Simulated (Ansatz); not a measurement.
CH3BOS, SMILES OBC=S, a rigid scan of one bond angle

With the Ansatz DFT code, driven from Python.

Interactive session:
```pycon
>>> import warnings
>>> import ansatz as az
>>> from ase import Atoms
>>> warnings.simplefilter("ignore", az.DeckWarning)
>>> atoms = Atoms(["O", "B", "C", "S", "H", "H", "H"], positions=[
...     [-0.9983, 1.0228, -0.6211],
...     [-0.0499, 0.533, 0.2909],
...     [0.7194, -0.7703, -0.0533],
...     [0.5945, -1.48, -1.2629],
...     [-1.8955, 0.6382, -0.3696],
...     [0.1734, 1.1232, 1.3008],
...     [1.5176, -1.1349, 0.6695],
... ])
>>> # start the scan from a relaxed geometry
>>> first = (
...     az.Crystal.molecule_from_ase(atoms).calculation()
...     .basis(gaussian="cc-pVDZ")
...     .functional("HF")
...     .relax(force_tolerance=0.02, max_steps=80)
... )
>>> atoms.positions = first.run(threads=1).report["positions_ang"]
>>> rows = []
>>> for angle in [85, 95, 105, 115, 125, 140, 160]:
...     bent = atoms.copy()
...     bent.set_angle(1, 0, 4, angle, indices=[4])
...     calc = az.Crystal.molecule_from_ase(bent).calculation().basis(gaussian="cc-pVDZ").functional("HF")
...     rows.append((angle, calc.run(threads=1).report["free_energy_ev"]))
...
>>> floor = min(e for _, e in rows)
>>> for angle, e in rows:
...     print(f"angle B1-O0-H4 = {angle:3d} deg   {1000 * (e - floor):9.1f} meV")
...
angle B1-O0-H4 =  85 deg       641.1 meV
angle B1-O0-H4 =  95 deg       239.2 meV
angle B1-O0-H4 = 105 deg        39.5 meV
angle B1-O0-H4 = 115 deg         0.0 meV
angle B1-O0-H4 = 125 deg        80.0 meV
angle B1-O0-H4 = 140 deg       336.2 meV
angle B1-O0-H4 = 160 deg       725.8 meV
```

The scan is rigid, and the energies are electronic, in a modest basis. The zero is the lowest point of the grid, which needn't be the minimum. Finished in 23 s on 1 thread of Arm Neoverse V2, with other jobs on the host, peak memory 0.2 GiB.
